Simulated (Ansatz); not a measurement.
# C₂H₅AlGe: basis-set convergence

An exercise on one series of results from a longer session: the logs are not shown, and one member is left open.

Program: Ansatz 0.2.0, Gaussian basis. Level of theory: one geometry, several basis sets. These are calculated values, not measurements.

The runs, in order: PBE0-D4/def2-SVP; ωB97M-V/def2-SVP; PBE0-D4/def2-QZVPP; ωB97M-V/def2-QZVPP; the functionals' def2-TZVPP values are taken from earlier runs.

**The relaxed structure**

An earlier PBE0-D4 in a triple-zeta def2 set relaxation fixed the geometry.

SMILES `C#[C][AlH][GeH3]`, 9 atoms, charge 0, spin multiplicity 1.

Atoms are counted from 1 here; the program's logs count them from 0.

Bond lengths: C1–C2 1.211 Å, C1–H5 1.067 Å, C2–Al3 1.905 Å, Al3–Ge4 2.470 Å, Al3–H6 1.582 Å, Ge4–H7 1.540 Å, Ge4–H8 1.541 Å, Ge4–H9 1.543 Å. Angles: C2–C1–H5 179.8°, C1–C2–Al3 178.5°, C2–Al3–Ge4 118.3°, C2–Al3–H6 118.4°, Ge4–Al3–H6 123.4°, Al3–Ge4–H7 112.6°, Al3–Ge4–H8 112.7°, Al3–Ge4–H9 110.5°, H7–Ge4–H8 107.5°, H7–Ge4–H9 106.7°, H8–Ge4–H9 106.6°.

As a file:

```csv
atom,x (Å),y (Å),z (Å)
C1,-0.2562,1.1511,-2.7001
C2,0.0569,1.0520,-1.5341
Al3,0.5260,0.8508,0.3015
Ge4,-0.1227,-1.2366,1.4527
H5,-0.5299,1.2424,-3.7271
H6,1.2910,2.0373,1.0164
H7,-0.0609,-2.4655,0.5267
H8,0.7588,-1.5366,2.6804
H9,-1.5746,-1.1411,1.9665
```

The first run:

in.yaml reads:

```yaml
crystal:
  periodic: [false, false, false]
  atoms:
    - {symbol: C, position_ang: [-0.256191, 1.151106, -2.700055]}
    - {symbol: C, position_ang: [0.056881, 1.051951, -1.534064]}
    - {symbol: Al, position_ang: [0.526037, 0.850804, 0.301514]}
    - {symbol: Ge, position_ang: [-0.122680, -1.236593, 1.452716]}
    - {symbol: H, position_ang: [-0.529923, 1.242433, -3.727089]}
    - {symbol: H, position_ang: [1.291041, 2.037284, 1.016397]}
    - {symbol: H, position_ang: [-0.060858, -2.465474, 0.526717]}
    - {symbol: H, position_ang: [0.758768, -1.536648, 2.680394]}
    - {symbol: H, position_ang: [-1.574574, -1.141064, 1.966470]}
basis:
  gaussian: {orbitals: def2-SVP}
hamiltonian: {xc: pbe0, dispersion: d4}
output: {orbitals: {seedname: orbitals}}
```

On the command line:

```
ansatz run in.yaml --threads 2 --pin off --events-out ev --progress --plain --max-ram 4352MiB
```

Steps of the session up to this table: PBE0-D4 in def2-SVP; ωB97M-V in def2-SVP; PBE0-D4 in def2-QZVPP; ωB97M-V in def2-QZVPP.

One table of the session follows, with a row left open; its other results are not shown here.

It belongs to the step «Functionals by basis». 

| functional | basis | HOMO (eV) | LUMO (eV) |
| --- | --- | --- | --- |
| PBE0-D4 | def2-SVP | -7.51 | -2.11 |
| PBE0-D4 | def2-TZVPP | -7.55 | -2.14 |
| PBE0-D4 | def2-QZVPP | ? | ? |
| ωB97M-V | def2-SVP | -9.50 | -0.38 |
| ωB97M-V | def2-TZVPP | -9.56 | -0.45 |
| ωB97M-V | def2-QZVPP | -9.57 | -0.51 |

Estimate the missing values for PBE0-D4, def2-QZVPP.

**Answer.** HOMO (eV): -7.55; LUMO (eV): -2.15.
